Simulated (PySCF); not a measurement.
# SbSe⁻ (triplet) with other numerical set-ups

Which parts of the numerical set-up matter for SbSe⁻ (triplet)? Each run edits the base script.

The runs use PySCF 2.14.0; each script names its method and basis.

7 further runs of the same task are left out: 3 for a known fault of the program, 4 that didn't finish.

## 1. Starting geometry

SbSe⁻ (triplet): 2 atoms, charge -1, spin multiplicity 3.

Bond lengths: Sb1–Se2 2.580 Å.

## 2. The run that the others are compared with

Contents of input.py:

```python
from pyscf import gto, scf, mp

mol = gto.M(
    atom='Sb 0 0 0; Se 0 0 2.58',
    basis='x2c-svpall',
    charge=-1,
    spin=2,
    verbose=4,
)
mf = scf.UHF(mol)
mf = mf.sfx2c1e()
mf.kernel()
mp.MP2(mf, frozen=27).kernel()
mf.dip_moment()
print('orbital energies (hartree):', [e[max(0, n-3):n+3].round(4) for e, n in zip(mf.mo_energy, mol.nelec)])
```

Started as:

```
> OMP_NUM_THREADS=1 python input.py
```

The log of this run is left out.

Base result: E(SCF) = -8905.116369 Eh, 14 cycles, E(MP2) − E(SCF) = -0.31990 Eh, ⟨S²⟩ = 2.025.

The bond length is a typed value, not an optimised one. The dipole of an ion depends on the origin. The triplet is typed in the script; nothing here shows that it is the ground state.

## 3. 3-21g (X2C off)

Run 1 changes basis set: x2c-svpall → 3-21g; spin-free X2C: on → off.

Contents of input.py:

```python
from pyscf import gto, scf, mp

mol = gto.M(
    atom='Sb 0 0 0; Se 0 0 2.58',
    basis='3-21g',
    charge=-1,
    spin=2,
    verbose=4,
)
mf = scf.UHF(mol)
mf.kernel()
mp.MP2(mf, frozen=27).kernel()
mf.dip_moment()
print('orbital energies (hartree):', [e[max(0, n-3):n+3].round(4) for e, n in zip(mf.mo_energy, mol.nelec)])
```

Started as:

```
> OMP_NUM_THREADS=1 python input.py
```

## 4. Def2-svpd (core potential on, X2C off)

Run 2 changes basis set: x2c-svpall → def2-svpd; core potential: off → on; spin-free X2C: on → off; frozen orbitals: 27 → 13. The core potential changes with it: totals don't compare.

Contents of input.py:

```python
from pyscf import gto, scf, mp

mol = gto.M(
    atom='Sb 0 0 0; Se 0 0 2.58',
    basis='def2-svpd',
    ecp={'Sb': 'def2-svpd'},
    charge=-1,
    spin=2,
    verbose=4,
)
mf = scf.UHF(mol)
mf.kernel()
mp.MP2(mf, frozen=13).kernel()
mf.dip_moment()
print('orbital energies (hartree):', [e[max(0, n-3):n+3].round(4) for e, n in zip(mf.mo_energy, mol.nelec)])
```

Before running it: what results should come out? Wanted: for each run, E(SCF); from base; gap, α spin; after the SCF.

**Answer**, as computed:

```
                                   run  E(SCF) (hartree)  from base (eV)  cycles  gap, α spin (eV)  functions                           after the SCF
                                  base      -8905.116369               0      14              9.95         68  MP2 correlation -8.705 eV, core frozen
                       3-21g (X2C off)      -8674.213891  not comparable      12              9.50         53  MP2 correlation -1.861 eV, core frozen
def2-svpd (core potential on, X2C off)      -2638.888302  not comparable      18              8.37         73  MP2 correlation -9.083 eV, core frozen
```

**Reading.** Total energies from different bases, Hamiltonians or methods carry different errors, so properties are taken as differences within one set-up.
